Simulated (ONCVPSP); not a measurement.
# Pseudopotential generation for aluminium: ONCV, PBEsol

Aim: build the potential from the settings below, then test how well it stands in for the atom: other configurations, scattering, ghost states and the plane-wave cutoff that it needs.

The numbers are computed with ONCVPSP 4.0.1 (PBEsol, scalar-relativistic, spin-unpolarised reference atom).

## 1. The atom and the settings

The settings as typed:

```
element                 : aluminium (Al, Z = 13)
type                    : optimised norm-conserving Vanderbilt (ONCV)
frozen core             : [Ne]
valence charge          : 3
reference configuration : 3s2 3p1
partial waves           : 3s: rc 1.85 bohr, ncon 3, nbas 7, qcut 3.5 1/bohr, 2 projectors, debl 1 Ha; 3p: rc 1.90 bohr, ncon 3, nbas 6, qcut 3.5 1/bohr, 2 projectors, debl 1 Ha
local potential         : polynomial inside 1.45 bohr (lpopt 5, dvloc0 4 Ha)
core correction         : Teter function, fcfact 3, rcfact 1.5
```

## 2. The generation run

File Al.dat:

```
# ATOM AND REFERENCE CONFIGURATION
# atsym  z   nc   nv     iexc    psfile
  Al 13.00    3    2  -116133      upf
#
#   n    l    f
    1    0    2.00
    2    0    2.00
    2    1    6.00
    3    0    2.00
    3    1    1.00
#
# PSEUDOPOTENTIAL AND OPTIMIZATION
# lmax
    1
#
#   l,   rc,      ep,       ncon, nbas, qcut
    0    1.85    0.00    3    7    3.50
    1    1.90    0.00    3    6    3.50
#
# LOCAL POTENTIAL
# lloc, lpopt,  rc(5),   dvloc0
    4    5    1.45    4.00
#
# VANDERBILT-KLEINMAN-BYLANDER PROJECTORs
# l, nproj, debl
    0    2    1.00
    1    2    1.00
#
# MODEL CORE CHARGE
# icmod, fcfact, rcfact
    3    3.00    1.50
#
# LOG DERIVATIVE ANALYSIS
# epsh1, epsh2, depsh
   -2.00    5.00    0.02
#
# OUTPUT GRID
# rlmax, drl
    6.00    0.01
#
# TEST CONFIGURATIONS
# ncnf
    4
# nvcnf
#   n    l    f
    2
    3    0    2.00
    3    1    0.00
#
    2
    3    0    1.00
    3    1    0.00
#
    2
    3    0    2.00
    3    1    0.50
#
    2
    3    0    0.00
    3    1    3.00
#
```

Command:

```
$ oncvpsp.x < Al.dat > Al.out
```

Before running it: what results should come out? Wanted: cutoffs for 1 and 0.1 mHa per electron, occupied waves; bound ghosts; GHOST(+) flags; largest test error; largest phase difference near zero energy, channels read; rms error of d²Exc/dn², without and with the model core.

**Answer**, as computed:

| quantity | value |
| --- | --- |
| cutoffs for 1 and 0.1 mHa per electron, occupied waves | 5.3 Ha and 12 Ha |
| bound ghosts | none found |
| GHOST(+) flags | none at low energy |
| largest test error (AE − PS) | -36 meV, for 3s1 3p0 |
| largest phase difference near zero energy, channels read | 0.001 rad |
| rms error of d²Exc/dn², without and with the model core | 1.59 and 1.30 mHa |

**Reading.** By total energies transferability is fair: the largest error is 36 meV on 24.9 eV, for 3s1 3p0. It counts as soft on the atom at that tolerance, with 5.3 Ha needed at the looser tolerance. At the looser tolerance the 3s wave is the slowest; 3p needs 2 Ha. It is free of bound ghosts as far as tested. Near zero energy the phases of the channels with partial waves agree within 0.001 rad.
